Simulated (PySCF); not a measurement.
# C2H6ClFSi2: the cost of one run

Programs: PySCF 2.14.0, with density-fitted response routines of our own. Each step states its level of theory. These are calculated values for one molecule in the gas phase, unless marked as measured. Atoms count from 0, in the outputs and in this text.

### 1 The starting structure

12 atoms, charge 0, multiplicity 1; geometry from: GFN2-xTB. The atoms were then displaced at random by about 0.01 Å, so the start is not that level's minimum.

Bonds of the start (Å): F0–Si1 1.64, Si1–Cl2 2.02, Si1–C3 1.90, C3–C4 1.52, C4–Si5 1.86, Si5–C3 1.87, Si1–H6 1.45, C3–H7 1.09, C4–H8 1.07, C4–H9 1.10, Si5–H10 1.46, Si5–H11 1.44.

### 2 Optimising the geometry at PBE0-D3(BJ)/def2-SVP

The job: settings as JSON, then the geometry in Å.

```
{"job": {"xc": "PBE0", "basis": "def2-SVP", "d3": "d3bj", "grid": 1, "shake": 0.01, "kind": "geom"}, "charge": 0, "multiplicity": 1}
F     -1.318200    -1.894760    -1.308120
Si    -1.559080    -0.435260    -0.603320
Cl    -3.321450    -0.575140     0.373330
C     -0.077720    -0.124310     0.544290
C      0.701250     1.175670     0.399180
Si     1.702600    -0.353930     0.036810
H     -1.655190     0.478540    -1.723600
H     -0.307950    -0.369480     1.578830
H      0.403070     1.841140    -0.378620
H      0.845750     1.734800     1.336380
H      2.604350    -0.846150     1.073770
H      2.022260    -0.659390    -1.337940
```

The run is started by

```
$ OMP_NUM_THREADS=1 python probes_run.py task.json out
```

One launch serves the whole session: the jobs run in the order shown.

Q: Estimate the wall time and peak memory of this first job on 1 thread of Intel Xeon Platinum 8259CL at 2.50GHz, shared host.

About 2 min, with a peak of 0.54 GiB.
